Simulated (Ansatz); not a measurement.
# interstitial Ga in Si: hop to the nearest equivalent void, part 2 of 2

Aim: the minimum-energy path and barrier of the hop to the nearest equivalent void. The ends are relaxed first, then joined by a nudged elastic band. The host cell (diamond) has 16 atoms; the extra atom is the last.

Ansatz 0.2.0; DFT PBE+D3(BJ), plane waves, PAW, scalar-relativistic, collinear spin.

### 6 The band

crystal.atoms is end A as relaxed above, and neb.final_atoms is end B. With 7 inner images the band has 9 in all.

Contents of input.yaml:

```yaml
crystal:
  lattice:
    - [0.0, 5.43, 5.43]
    - [5.43, 0.0, 5.43]
    - [5.43, 5.43, 0.0]
  atoms:
    - { symbol: Si, position: [0.00150551, 0.00083397, -0.00382802] }
    - { symbol: Si, position: [0.12274448, 0.12160997, 0.12768791] }
    - { symbol: Si, position: [0.00158223, 0.00084641, 0.50117516] }
    - { symbol: Si, position: [0.12522652, 0.12467371, 0.62488646] }
    - { symbol: Si, position: [-0.01300273, 0.50400022, 0.00424115] }
    - { symbol: Si, position: [0.12257779, 0.6272677, 0.12759344] }
    - { symbol: Si, position: [0.00147316, 0.49594384, 0.50112652] }
    - { symbol: Si, position: [0.12279329, 0.6273776, 0.62185253] }
    - { symbol: Si, position: [0.50510248, -0.0145731, 0.00438391] }
    - { symbol: Si, position: [0.62797433, 0.12160953, 0.1276882] }
    - { symbol: Si, position: [0.4964084, 0.00084769, 0.50117687] }
    - { symbol: Si, position: [0.62815447, 0.12175386, 0.62195353] }
    - { symbol: Si, position: [0.50478031, 0.50400307, 0.00424536] }
    - { symbol: Si, position: [0.62573929, 0.62416145, 0.12438624] }
    - { symbol: Si, position: [0.5051201, 0.50415132, 0.4856231] }
    - { symbol: Si, position: [0.62799293, 0.62737744, 0.6218526] }
    - { symbol: Ga, position: [0.37575896, 0.37411482, 0.87439332] }
magnetization:
  spin_polarized: true
basis:
  ecutwfc: 420.0
kpoints:
  mp_grid: { grid: [2, 2, 2] }
hamiltonian:
  xc: pbe
  dispersion: d3bj
  pseudopotentials: { kind: paw, azcp: { folder: soft_1 } }
scf:
  occupations: { method: gaussian, width: 0.02 }
  lower_state_search: "off"
neb:
  images: 7
  f_tol: 0.05
  initial_path: linear
  max_iterations: 27
  spring: 2.0
  final_atoms:
    - { symbol: Si, position: [-4.102e-05, -0.00056684, 0.00077322] }
    - { symbol: Si, position: [0.12036231, 0.1201631, 0.12088631] }
    - { symbol: Si, position: [-0.00291415, -0.00294163, 0.50326601] }
    - { symbol: Si, position: [0.12024861, 0.1200246, 0.63952671] }
    - { symbol: Si, position: [-0.00282454, 0.50243969, -0.00233215] }
    - { symbol: Si, position: [0.12046041, 0.6381593, 0.12096093] }
    - { symbol: Si, position: [-0.00285973, 0.50237909, 0.50332819] }
    - { symbol: Si, position: [0.12868102, 0.62356697, 0.62412011] }
    - { symbol: Si, position: [0.50270948, -0.0029248, -0.00240483] }
    - { symbol: Si, position: [0.63872193, 0.12012885, 0.12086205] }
    - { symbol: Si, position: [0.50265145, -0.00296531, 0.50323959] }
    - { symbol: Si, position: [0.62363412, 0.12860312, 0.62412849] }
    - { symbol: Si, position: [0.50277695, 0.50241033, -0.00235353] }
    - { symbol: Si, position: [0.62364251, 0.62358306, 0.12912945] }
    - { symbol: Si, position: [0.49991625, 0.49977225, 0.50041548] }
    - { symbol: Si, position: [0.62363207, 0.62356736, 0.62412289] }
    - { symbol: Ga, position: [0.2499604, 0.24938378, 1.25083173] }
  order_check: true
```

Command:

```
$ ansatz run input.yaml --threads 2 --pin off --max-ram 5120MiB --backend cpu --events-out ev --progress --plain --runs-dir out
```

The program printed, shortened:

```text
Warning: neb: disabling space-group detection — the band's intermediate images generally break the endpoint symmetry, so no spatial operation reduces the k-mesh or symmetrises the density, except that a semilocal band can use its path's symmetry ahead of convergence; time reversal is [...]
Warning: RAYON_NUM_THREADS=2 ignored (pool sized by the plan → 2); use --threads N
[...]
Pseudopotentials: kind: paw
Pseudopotential: Si, paw, valence charge 4, recommended cutoff 420 eV (normal), <dir>
Pseudopotential: Ga, paw, valence charge 13, recommended cutoff 420 eV (normal), <dir>
Functional definition: PBE
[...]
parallel-image band execution: 2 concurrent image workers
NEB image 0
Crystal: 17 atoms, lattice volume = 320.206 Å³
Basis set: ecut = 420 eV, 6231 PW (Γ), exchange–correlation on 108×108×108 points (8 copies of the dense FFT grid, shifted against one another)
Bands: 56, of which v1, the nominal top of the filled ones, is band 39 counted from 1 (38 counted from 0)
Symmetry: 1 space group operations
k-points: 8
[...]
NSCF: frozen V_eff on 8 k-points
NEB end point (image 0): max|allowed force component| = 1.254e-2 eV/Å (the criterion of neb.relax_end_points is 1.000e-2)
NEB end point (image 8): max|allowed force component| = 8.095e-3 eV/Å (the criterion of neb.relax_end_points is 1.000e-2)
NEB image 1
[...]
spin=Collinear: Resta preconditioning applied to the charge; magnetization (m = ρ↑ − ρ↓) channel mixes plain (no charge-response kernel on spin).
NEB image 2
[...]
spin=Collinear: Kerker preconditioning applied to the charge; magnetization (m = ρ↑ − ρ↓) channel mixes plain (no charge-response kernel on spin).
[...]
spin=Collinear: Resta preconditioning applied to the charge; magnetization (m = ρ↑ − ρ↓) channel mixes plain (no charge-response kernel on spin).
NEB image 3
[...]
spin=Collinear: Resta preconditioning applied to the charge; magnetization (m = ρ↑ − ρ↓) channel mixes plain (no charge-response kernel on spin).
NEB image 4
[...]
spin=Collinear: Kerker preconditioning applied to the charge; magnetization (m = ρ↑ − ρ↓) channel mixes plain (no charge-response kernel on spin).
NEB image 5
[...]
spin=Collinear: Resta preconditioning applied to the charge; magnetization (m = ρ↑ − ρ↓) channel mixes plain (no charge-response kernel on spin).
NEB image 6
```

### 7 The log goes on: band between the two ends

The log, continued, shortened:

```text
[...]
spin=Collinear: Kerker preconditioning applied to the charge; magnetization (m = ρ↑ − ρ↓) channel mixes plain (no charge-response kernel on spin).
[...]
spin=Collinear: Resta preconditioning applied to the charge; magnetization (m = ρ↑ − ρ↓) channel mixes plain (no charge-response kernel on spin).
NEB image 7
[...]
spin=Collinear: Resta preconditioning applied to the charge; magnetization (m = ρ↑ − ρ↓) channel mixes plain (no charge-response kernel on spin).
NEB iter   1: max|band force component| = 1.490e0 eV/Å  barrier→ = 1.5701 eV  barrier← = 1.5701 eV  Δτ_max = 0.1695 Å  (85 SCF iters)
[...]
NEB iter   5: max|band force component| = 7.563e-2 eV/Å  barrier→ = 0.7334 eV  barrier← = 0.7334 eV  CI = image 4  Δτ_max = 0.0231 Å  (45 SCF iters)
[...]
spin=Collinear: Resta preconditioning applied to the charge; magnetization (m = ρ↑ − ρ↓) channel mixes plain (no charge-response kernel on spin).
NEB point 3 about image 4
[...]
spin=Collinear: Resta preconditioning applied to the charge; magnetization (m = ρ↑ − ρ↓) channel mixes plain (no charge-response kernel on spin).
NEB point 4 about image 4
[...]
spin=Collinear: Resta preconditioning applied to the charge; magnetization (m = ρ↑ − ρ↓) channel mixes plain (no charge-response kernel on spin).
NEB point 5 about image 4
[...]
spin=Collinear: Resta preconditioning applied to the charge; magnetization (m = ρ↑ − ρ↓) channel mixes plain (no charge-response kernel on spin).
NEB point 6 about image 4
[...]
spin=Collinear: Kerker preconditioning applied to the charge; magnetization (m = ρ↑ − ρ↓) channel mixes plain (no charge-response kernel on spin).
NEB point 7 about image 4
[...]
spin=Collinear: Kerker preconditioning applied to the charge; magnetization (m = ρ↑ − ρ↓) channel mixes plain (no charge-response kernel on spin).
NEB point 8 about image 4
[...]
```

### 8 The log goes on: band between the two ends

The log, continued, shortened:

```text
spin=Collinear: Resta preconditioning applied to the charge; magnetization (m = ρ↑ − ρ↓) channel mixes plain (no charge-response kernel on spin).
NEB point 9 about image 4
[...]
spin=Collinear: Resta preconditioning applied to the charge; magnetization (m = ρ↑ − ρ↓) channel mixes plain (no charge-response kernel on spin).
NEB point 10 about image 4
[...]
spin=Collinear: Resta preconditioning applied to the charge; magnetization (m = ρ↑ − ρ↓) channel mixes plain (no charge-response kernel on spin).
NEB point 11 about image 4
[...]
spin=Collinear: Kerker preconditioning applied to the charge; magnetization (m = ρ↑ − ρ↓) channel mixes plain (no charge-response kernel on spin).
NEB point 12 about image 4
[...]
spin=Collinear: Resta preconditioning applied to the charge; magnetization (m = ρ↑ − ρ↓) channel mixes plain (no charge-response kernel on spin).
[...]
    - { symbol: Si, position: [-0.0009747278335898724, 0.5136614442269851, 0.4883198951560448] }
    - { symbol: Si, position: [0.11108598083572074, 0.6257237857114172, 0.6369166007665503] }
    - { symbol: Si, position: [0.5107588070814033, -0.031407184928324006, 0.009922142354087782] }
    - { symbol: Si, position: [0.6561555387652647, 0.11399524648519094, 0.11530422556850922] }
    - { symbol: Si, position: [0.5142490632208856, -0.0015579374576409344, 0.4883134052816965] }
    - { symbol: Si, position: [0.6263086860589595, 0.11050204514918377, 0.6369131873493606] }
    - { symbol: Si, position: [0.5107474908447076, 0.5101739874669029, 0.009928431540867089] }
    - { symbol: Si, position: [0.6051529825926776, 0.6045681785913573, 0.18515921706947658] }
    - { symbol: Si, position: [0.48000847186504153, 0.47942451383836354, 0.5605911750882526] }
    - { symbol: Si, position: [0.6263056718396534, 0.6257232111322817, 0.6369180104547228] }
    - { symbol: Ga, position: [0.3126713987530894, 0.31207345234428324, 1.062617110666607] }
```

Run time: 5 min. Hardware: 2 threads of Arm Neoverse V2, shared host; peak memory 1.8 GiB.

### 9 What the band shows

The 7 inner images lie between the fixed ends 0 and 8. Energy is taken from image 0, and the path length is the program's own coordinate along the band.

| image | path (Å) | energy (eV) | Ga17 x y z (Å) | band force (eV/Å) |
| --- | --- | --- | --- | --- |
| 0 | 0.000 | 0.0000 | 6.78 6.79 4.07 | - |
| 1 | 0.403 | 0.0493 | 6.91 6.91 3.95 | 0.002 |
| 2 | 0.806 | 0.1844 | 7.04 7.04 3.82 | 0.033 |
| 3 | 1.209 | 0.4649 | 7.23 7.24 3.62 | 0.021 |
| 4* | 1.613 | 0.7334 | 7.46 7.47 3.39 | 0.000 |
| 5 | 2.017 | 0.4653 | 7.70 7.70 3.16 | 0.021 |
| 6 | 2.419 | 0.1847 | 7.89 7.89 2.97 | 0.035 |
| 7 | 2.822 | 0.0495 | 8.02 8.02 2.84 | 0.001 |
| 8 | 3.224 | 0.0000 | 8.15 8.15 2.71 | - |

The star marks the climbing image.

image, energy (eV) and a bar:
```
        0      0.000 
        1      0.049 ##
        2      0.184 ########
        3      0.465 ###################
        4      0.733 ##############################
        5      0.465 ###################
        6      0.185 ########
        7      0.050 ##
        8      0.000
```

The top of the band by iteration:

| iteration | highest image above image 0 (eV) | largest band force (eV/Å) |
| --- | --- | --- |
| 1 | 1.5701 | 1.490 |
| 2 | 0.9824 | 0.669 |
| 3 | 0.7499 | 0.165 |
| 4 | 0.7338 | 0.097 |
| 5 | 0.7334 | 0.076 |
| 6 | 0.7334 | 0.082 |
| 7 | 0.7334 | 0.035 |

Positions of all images (Å):

```xyz
17
Lattice="0.000 5.430 5.430 5.430 0.000 5.430 5.430 5.430 0.000" Properties=species:S:1:pos:R:3 pbc="T T T" image=0 dE=0.0000
Si   -0.016   -0.013    0.013
Si    1.354    1.360    1.327
Si    2.726    2.730    0.013
Si    4.070    4.073    1.357
Si    2.760   -0.048    2.666
Si    4.099    1.358    4.072
Si    5.414    2.729    2.701
Si    6.783    4.043    4.073
Si   -0.055    2.767    2.664
Si    1.354    4.103    4.070
Si    2.726    5.417    2.700
Si    4.038    6.788    4.072
Si    2.760    2.764    5.478
Si    4.065    4.073    6.787
Si    5.374    5.380    5.480
Si    6.783    6.787    6.817
Ga    6.779    6.788    4.072
17
Lattice="0.000 5.430 5.430 5.430 0.000 5.430 5.430 5.430 0.000" Properties=species:S:1:pos:R:3 pbc="T T T" image=1 dE=0.0493
Si   -0.085   -0.080    0.080
Si    1.320    1.325    1.316
Si    2.694    2.698    0.009
Si    4.002    4.006    1.424
Si    2.797   -0.082    2.631
Si    4.110    1.325    4.106
Si    5.416    2.697    2.733
Si    6.811    4.046    4.044
Si   -0.088    2.801    2.630
Si    1.320    4.114    4.105
Si    2.694    5.421    2.732
Si    4.041    6.817    4.043
Si    2.797    2.800    5.512
Si    4.168    4.173    6.687
Si    5.480    5.486    5.374
Si    6.811    6.816    6.814
Ga    6.906    6.912    3.948
17
Lattice="0.000 5.430 5.430 5.430 0.000 5.430 5.430 5.430 0.000" Properties=species:S:1:pos:R:3 pbc="T T T" image=2 dE=0.1844
Si   -0.145   -0.141    0.141
Si    1.288    1.293    1.300
Si    2.658    2.662   -0.006
Si    3.929    3.933    1.497
Si    2.829   -0.110    2.597
Si    4.126    1.293    4.138
Si    5.432    2.662    2.768
Si    6.839    4.036    4.017
Si   -0.114    2.834    2.597
Si    1.288    4.130    4.138
Si    2.658    5.436    2.768
Si    4.032    6.843    4.017
Si    2.829    2.834    5.540
Si    4.258    4.262    6.598
Si    5.594    5.598    5.262
Si    6.839    6.843    6.824
Ga    7.037    7.041    3.819
17
Lattice="0.000 5.430 5.430 5.430 0.000 5.430 5.430 5.430 0.000" Properties=species:S:1:pos:R:3 pbc="T T T" image=3 dE=0.4649
Si   -0.204   -0.200    0.201
Si    1.259    1.262    1.263
Si    2.640    2.643   -0.017
Si    3.870    3.874    1.556
Si    2.841   -0.126    2.586
Si    4.164    1.262    4.168
Si    5.443    2.643    2.787
Si    6.852    4.047    4.004
Si   -0.130    2.845    2.586
Si    1.259    4.167    4.168
Si    2.640    5.447    2.787
Si    4.044    6.856    4.004
Si    2.841    2.844    5.556
Si    4.297    4.301    6.559
Si    5.657    5.661    5.199
Si    6.852    6.856    6.813
Ga    7.233    7.236    3.624
17
Lattice="0.000 5.430 5.430 5.430 0.000 5.430 5.430 5.430 0.000" Properties=species:S:1:pos:R:3 pbc="T T T" image=4 dE=0.7334
Si   -0.219   -0.216    0.216
Si    1.245    1.248    1.241
Si    2.643    2.646   -0.014
Si    3.852    3.855    1.575
Si    2.824   -0.113    2.603
Si    4.186    1.248    4.182
Si    5.441    2.646    2.784
Si    6.856    4.062    4.001
Si   -0.117    2.827    2.603
Si    1.245    4.189    4.182
Si    2.643    5.444    2.784
Si    4.058    6.859    4.001
Si    2.824    2.827    5.544
Si    4.288    4.291    6.569
Si    5.647    5.650    5.210
Si    6.856    6.859    6.799
Ga    7.465    7.468    3.392
17
Lattice="0.000 5.430 5.430 5.430 0.000 5.430 5.430 5.430 0.000" Properties=species:S:1:pos:R:3 pbc="T T T" image=5 dE=0.4653
Si   -0.228   -0.225    0.225
Si    1.228    1.231    1.229
Si    2.647    2.650   -0.028
Si    3.842    3.845    1.585
Si    2.811   -0.092    2.617
Si    4.199    1.231    4.199
Si    5.455    2.650    2.781
Si    6.859    4.059    3.998
Si   -0.094    2.813    2.617
Si    1.228    4.201    4.199
Si    2.647    5.458    2.781
Si    4.056    6.862    3.998
Si    2.811    2.813    5.522
Si    4.273    4.276    6.584
Si    5.629    5.632    5.228
Si    6.859    6.862    6.802
Ga    7.696    7.699    3.161
17
Lattice="0.000 5.430 5.430 5.430 0.000 5.430 5.430 5.430 0.000" Properties=species:S:1:pos:R:3 pbc="T T T" image=6 dE=0.1847
Si   -0.188   -0.186    0.186
Si    1.240    1.242    1.245
Si    2.660    2.662   -0.040
Si    3.905    3.907    1.523
Si    2.781   -0.054    2.647
Si    4.183    1.242    4.188
Si    5.468    2.663    2.768
Si    6.842    4.070    4.016
Si   -0.057    2.783    2.647
Si    1.240    4.185    4.188
Si    2.660    5.470    2.768
Si    4.067    6.844    4.016
Si    2.781    2.783    5.485
Si    4.215    4.217    6.643
Si    5.570    5.573    5.288
Si    6.842    6.844    6.790
Ga    7.892    7.894    2.966
17
Lattice="0.000 5.430 5.430 5.430 0.000 5.430 5.430 5.430 0.000" Properties=species:S:1:pos:R:3 pbc="T T T" image=7 dE=0.0495
Si   -0.099   -0.097    0.098
Si    1.274    1.275    1.272
Si    2.687    2.689   -0.030
Si    4.018    4.020    1.410
Si    2.749   -0.039    2.679
Si    4.156    1.275    4.155
Si    5.458    2.689    2.741
Si    6.806    4.085    4.052
Si   -0.040    2.751    2.679
Si    1.273    4.158    4.156
Si    2.687    5.460    2.741
Si    4.083    6.808    4.053
Si    2.749    2.751    5.469
Si    4.154    4.156    6.704
Si    5.498    5.499    5.361
Si    6.806    6.808    6.776
Ga    8.022    8.024    2.836
17
Lattice="0.000 5.430 5.430 5.430 0.000 5.430 5.430 5.430 0.000" Properties=species:S:1:pos:R:3 pbc="T T T" image=8 dE=0.0000
Si    0.001    0.004   -0.003
Si    1.309    1.310    1.306
Si    2.717    2.717   -0.032
Si    4.124    4.126    1.305
Si    2.716   -0.028    2.713
Si    4.122    1.311    4.119
Si    5.461    2.718    2.712
Si    6.775    4.088    4.085
Si   -0.029    2.717    2.714
Si    1.309    4.125    4.121
Si    2.716    5.462    2.713
Si    4.087    6.775    4.085
Si    2.715    2.717    5.458
Si    4.087    4.088    6.772
Si    5.431    5.432    5.428
Si    6.775    6.775    6.772
Ga    8.146    8.149    2.711
```

### 10 The band again, with other settings

crystal.atoms is end A as relaxed above, and neb.final_atoms is end B. With 3 inner images the band has 5 in all.

input.yaml: that of step 6 with these lines changed.

```diff
@@ -36,8 +36,8 @@
   lower_state_search: "off"
+  max_iter: 71
 neb:
-  images: 7
+  images: 3
   f_tol: 0.05
-  initial_path: linear
-  max_iterations: 27
-  spring: 2.0
+  max_iterations: 6
+  order_check: false
   final_atoms:
@@ -60,2 +60 @@
     - { symbol: Ga, position: [0.2499604, 0.24938378, 1.25083173] }
-  order_check: true
```

Command:

```
$ ansatz run input.yaml --threads 2 --pin off --max-ram 5120MiB --backend cpu --events-out ev --progress --plain --runs-dir out
```

The program printed, shortened:

```text
Warning: neb: disabling space-group detection — the band's intermediate images generally break the endpoint symmetry, so no spatial operation reduces the k-mesh or symmetrises the density, except that a semilocal band can use its path's symmetry ahead of convergence; time reversal is [...]
Warning: RAYON_NUM_THREADS=2 ignored (pool sized by the plan → 2); use --threads N
[...]
[... 4 set-up lines as earlier in the session ...]
[...]
parallel-image band execution: 2 concurrent image workers
NEB image 0
Crystal: 17 atoms, lattice volume = 320.206 Å³
Basis set: ecut = 420 eV, 6231 PW (Γ), exchange–correlation on 108×108×108 points (8 copies of the dense FFT grid, shifted against one another)
Bands: 56, of which v1, the nominal top of the filled ones, is band 39 counted from 1 (38 counted from 0)
[... 1 set-up line as earlier in the session ...]
k-points: 8
[...]
spin=Collinear: Resta preconditioning applied to the charge; magnetization (m = ρ↑ − ρ↓) channel mixes plain (no charge-response kernel on spin).
[...]
spin=Collinear: Kerker preconditioning applied to the charge; magnetization (m = ρ↑ − ρ↓) channel mixes plain (no charge-response kernel on spin).
[...]
NSCF: frozen V_eff on 8 k-points
NEB image 4
[...]
spin=Collinear: Resta preconditioning applied to the charge; magnetization (m = ρ↑ − ρ↓) channel mixes plain (no charge-response kernel on spin).
[...]
SCF iter   9: F=-13957.580754 eV  HF=-13957.580753 eV  |F-HF|=5.93e-8  |Δ(HF+E_count)|=   9.00e-7  Δρ=1.78e-6 (↑1.78e-6 ↓1.78e-6)  dr2=4.99e-8  dr2_m=0.00e0  M=0.000 μB ∫|m|=0.000 μB  ethr=1.30e-10  ⟨swp⟩=4.4  Hψ=1378  notcnv=0
[...]
NSCF: frozen V_eff on 8 k-points
NEB end point (image 0): max|allowed force component| = 1.254e-2 eV/Å (the criterion of neb.relax_end_points is 1.000e-2)
NEB end point (image 4): max|allowed force component| = 8.095e-3 eV/Å (the criterion of neb.relax_end_points is 1.000e-2)
NEB image 1
[...]
spin=Collinear: Kerker preconditioning applied to the charge; magnetization (m = ρ↑ − ρ↓) channel mixes plain (no charge-response kernel on spin).
[...]
```

### 11 The log goes on: band between the two ends

The log, continued, shortened:

```text
spin=Collinear: Resta preconditioning applied to the charge; magnetization (m = ρ↑ − ρ↓) channel mixes plain (no charge-response kernel on spin).
NEB image 2
[...]
spin=Collinear: Kerker preconditioning applied to the charge; magnetization (m = ρ↑ − ρ↓) channel mixes plain (no charge-response kernel on spin).
NEB image 3
[...]
spin=Collinear: Kerker preconditioning applied to the charge; magnetization (m = ρ↑ − ρ↓) channel mixes plain (no charge-response kernel on spin).
[...]
spin=Collinear: Resta preconditioning applied to the charge; magnetization (m = ρ↑ − ρ↓) channel mixes plain (no charge-response kernel on spin).
NEB iter   1: max|band force component| = 1.490e0 eV/Å  barrier→ = 1.5701 eV  barrier← = 1.5701 eV  Δτ_max = 0.1648 Å  (47 SCF iters)
[...]
    - { symbol: Si, position: [-0.0008224021729791309, 0.5134208556987362, 0.48825521510276404] }
    - { symbol: Si, position: [0.11132200168795203, 0.625572572147742, 0.636985093139053] }
    - { symbol: Si, position: [0.5109107527389612, -0.03139197255762338, 0.009601946671609601] }
    - { symbol: Si, position: [0.656102319169945, 0.11387996677777712, 0.11561700663908181] }
    - { symbol: Si, position: [0.5140112664740195, -0.0014047487238326717, 0.48824446004343325] }
    - { symbol: Si, position: [0.6261571766285519, 0.11072972874139064, 0.6369884890194221] }
    - { symbol: Si, position: [0.5108618908053991, 0.5103417397879199, 0.00960938153324653] }
    - { symbol: Si, position: [0.6054802469109479, 0.6048910418961986, 0.1841821156684904] }
    - { symbol: Si, position: [0.48034110786496287, 0.4797498455711975, 0.5596001682124654] }
    - { symbol: Si, position: [0.6261520159720467, 0.6255716712446239, 0.6369866659916567] }
    - { symbol: Ga, position: [0.312703482088956, 0.312045182976832, 1.0625862689642027] }
```

It took 70 s on 2 threads of Arm Neoverse V2, shared host; peak memory 1.2 GiB.

### 12 Images and barrier

The 3 inner images lie between the fixed ends 0 and 4. Energy is taken from image 0, and the path length is the program's own coordinate along the band.

| image | path (Å) | energy (eV) | Ga17 x y z (Å) | band force (eV/Å) |
| --- | --- | --- | --- | --- |
| 0 | 0.000 | 0.0000 | 6.78 6.79 4.07 | - |
| 1 | 0.763 | 0.1825 | 7.05 7.06 3.80 | 0.026 |
| 2* | 1.526 | 0.7339 | 7.46 7.47 3.39 | 0.036 |
| 3 | 2.288 | 0.1829 | 7.88 7.88 2.98 | 0.026 |
| 4 | 3.051 | 0.0000 | 8.15 8.15 2.71 | - |

The star marks the climbing image.

image, energy (eV) and a bar:
```
        0      0.000 
        1      0.182 #######
        2      0.734 ##############################
        3      0.183 #######
        4      0.000
```

### 13 Results

The summary covers parts 1 to 2.

| quantity | value |
| --- | --- |
| end A | 3 moves, 0.383 eV lower |
| end B | 3 moves, 0.373 eV lower |
| first band: barrier forwards | 0.73 eV |
| first band: barrier backwards | 0.73 eV |
| first band: second end relative to first | 0.000 eV |
| first band: highest image | 4 of 0 to 8, climbing |
| first band: band iterations | 7 |
| first band: lowest curvatures at the top | -3.32 and 0.22 eV/Å² |
| second band | top 0.734 eV above image 0, 4 iterations, 3 inner images |
| time, first and second band | 5 min and 70 s |

In the first band: the top lies 0.73 eV above the first end, or 28 kT at room temperature; with a typical attempt rate of 10^13 per second that is roughly 10^1 events a second. Both ends agree in energy to 1 meV. The test of curvatures at the top gave "unresolved", so the point may be no simple saddle. The second band's top lies 1 meV above the first's, so the changed settings hardly move the height. The value is not shown to be converged in cell size (17 atoms) or k-mesh.
